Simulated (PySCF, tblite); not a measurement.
# C4H10F2Si2: geometry, infrared bands and NMR shifts

Wanted: the infrared bands and NMR shifts of C4H10F2Si2 (`FC(F)[C@@H]1C[C@@H]1[SiH2][SiH3]`), by calculation.

The runs use tblite 0.8.0 and PySCF 2.14.0, with density-fitted response routines of our own; the level of theory stands in each step. All values are computed, except where a source is named. Atoms are numbered from 0 throughout.

### Step 1. Starting geometry

18 atoms, charge 0, multiplicity 1; geometry from: force field or distance geometry start.

Bonds of the start (Å): F0–C1 1.34, C1–F2 1.35, C1–C3 1.49, C3–C4 1.53, C4–C5 1.51, C5–Si6 1.88, Si6–Si7 2.31, C5–C3 1.52, C1–H8 1.10, C3–H9 1.08, C4–H10 1.08, C4–H11 1.09, C5–H12 1.08, Si6–H13 1.48, Si6–H14 1.49, Si7–H15 1.48, Si7–H16 1.48, Si7–H17 1.50.

### Step 2. Relaxing the molecule with GFN2-xTB

What the job is given:

```
{"job": {"kind": "relax", "xc": "GFN2-xTB", "basis": "xTB"}, "charge": 0, "multiplicity": 1}
F     -3.108300     0.899200    -1.062800
C     -1.836500     0.882400    -0.635700
F     -1.051700     1.284100    -1.661600
C     -1.468300    -0.522600    -0.293500
C     -1.435000    -0.991200     1.161600
C     -0.164100    -0.971700     0.343900
Si     1.190800     0.250500     0.809400
Si     2.819900     0.373700    -0.819400
H     -1.725100     1.583000     0.201600
H     -1.899200    -1.204800    -1.017100
H     -1.596100    -0.256800     1.936000
H     -1.880600    -1.957800     1.384500
H      0.230400    -1.933600     0.051600
H      0.571000     1.577700     1.045300
H      1.790400    -0.177000     2.102700
H      2.237200     0.826000    -2.105200
H      3.889200     1.321200    -0.420100
H      3.427400    -0.975900    -1.033000
```

On the command line:

```bash
$ OMP_NUM_THREADS=1 python probes_run.py task.json out
```

This one command runs all jobs of the session in turn.

**Question.** This job is followed by: GFN2-xTB harmonic vibrations, gas phase; GIAO PBE0/pcSseg-1 NMR shielding, non-relativistic, gas phase. What will the session give for the following? strongest single infrared mode (GFN2-xTB); zero-point energy (GFN2-xTB); ¹³C shifts against TMS (PBE0/pcSseg-1); ¹H shifts against TMS (PBE0/pcSseg-1, means over atoms taken as alike); ¹⁹F shifts against CFCl3 (PBE0/pcSseg-1); ²⁹Si shifts against TMS (PBE0/pcSseg-1).

**Answer**, as computed:

| quantity | value |
| --- | --- |
| strongest single infrared mode (GFN2-xTB) | 685 cm⁻¹, 569 km/mol |
| zero-point energy (GFN2-xTB) | 76.9 kcal/mol |
| ¹³C shifts against TMS (PBE0/pcSseg-1) | 127.0, 21.9, 13.0, -1.0 ppm |
| ¹H shifts against TMS (PBE0/pcSseg-1, means over atoms taken as alike) | 5.55, 4.27, 3.56, 3.55, 1.59, 1.17, 0.47, 0.06 ppm |
| ¹⁹F shifts against CFCl3 (PBE0/pcSseg-1) | -121.4, -130.9 ppm |
| ²⁹Si shifts against TMS (PBE0/pcSseg-1) | -69.0, -117.9 ppm |

**Reading.** The optimisation took 81 steps and gained 0.157 eV; among the close pairs (by a distance rule), C3–C4 changed most, from 1.529 to 1.497 Å. The lowest mode is slightly imaginary (19i cm⁻¹), a soft motion within the noise of the Hessian, so the minimum is not strictly shown. The strongest single mode, at 685 cm⁻¹, is carried by H14, Si6, H13. GFN2-xTB is a fitted tight-binding method: band positions and strengths are rough. Its intensities can rank the bands wrongly. The most deshielded hydrogen is H8 (hydrogen on an sp3 CH bonded to 2 F), at 5.55 ppm: its carbon carries F, an electronegative neighbour. At PBE0/pcSseg-1: The largest span, 196 ppm, is at F2, where the paramagnetic term is -184 ppm.
